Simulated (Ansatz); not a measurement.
# LaAs: pressure up to the limit of the methods

One table from this session's results is given with a row withheld; the runs are named, their logs left out.

Program: Ansatz 0.2.0. Level of theory: DFT, PBEsol, PAW with Ansatz's default frozen-core files, scalar-relativistic. These are calculated values, not measurements.

### The system as given

It takes space group Fm-3m (No. 225, cubic). The conventional cell has a = 6.198 Å, b = 6.198 Å, c = 6.198 Å, α = 90.00°, β = 90.00°, γ = 90.00°. La (site symmetry m-3m) has 6 As at 3.10 Å as nearest neighbours. As (site symmetry m-3m) is surrounded by 6 La at 3.10 Å.

Structure file:

```xyz
2
Lattice="0.0000 3.0991 3.0991 3.0991 0.0000 3.0991 3.0991 3.0991 0.0000" Properties=species:S:1:pos:R:3 pbc="T T T"
La    0.0000    0.0000    0.0000
As    3.0991    3.0991    3.0991
```

Whether this phase is the stable one at these pressures isn't tested.

Atoms are numbered in the order of the input: La1, As2.

Set-up of the first run:

File input.yaml:

```yaml
crystal:
  lattice:
    - [0.0, 3.0990845977, 3.0990845977]
    - [3.0990845977, 0.0, 3.0990845977]
    - [3.0990845977, 3.0990845977, 0.0]
  atoms:
    - { symbol: La, position: [0.0, 0.0, 0.0] }
    - { symbol: As, position: [0.5, 0.5, 0.5] }
kpoints:
  mp_grid: { grid: [10, 10, 10] }
  band_path:
    path:
      - [0.0, 0.0, 0.0]
      - [0.5, 0.0, 0.5]
      - [0.625, 0.25, 0.625]
      - [0.375, 0.375, 0.75]
      - [0.0, 0.0, 0.0]
      - [0.5, 0.5, 0.5]
      - [0.5, 0.25, 0.75]
      - [0.5, 0.0, 0.5]
    npoints: 6
scf:
  occupations: { method: fermi_dirac, width: 0.05 }
hamiltonian:
  xc: pbesol
  pseudopotentials: { kind: paw }
output:
  forces: true
  stress: true
  eigenvalues: true
  populations: true
```

On the command line:

```sh
$ ansatz run input.yaml --threads 1 --pin off --max-ram 2048MiB --backend cpu --events-out ev --progress --plain --runs-dir out
```

Steps of the session up to this table: Volume scaled by 1, PAW; Volume scaled by 0.9, PAW; Volume scaled by 0.6, PAW; Volume scaled by 0.55, PAW.

One table of the session follows, with a row left open; its other results are not shown here.

```
method  volume over the first  volume (Å³/atom)  pressure (GPa)
   PAW                      1            29.765           -2.79
   PAW                    0.9            26.788            5.04
   PAW                    0.6            17.859           80.86
   PAW                   0.55                 ?               ?
```

Q: Estimate the row for PAW, 0.55 from the others.

As computed: volume (Å³/atom): 16.371; pressure (GPa): 110.08. In the column «volume (Å³/atom)» it is the lowest.

Limits of these values: A fit over so wide a range leans to the high pressures, so B₀ can be off by several per cent. Spin-orbit coupling is left out, though the cell holds La; in elements this heavy it can shift bands and gaps by tenths of an eV.
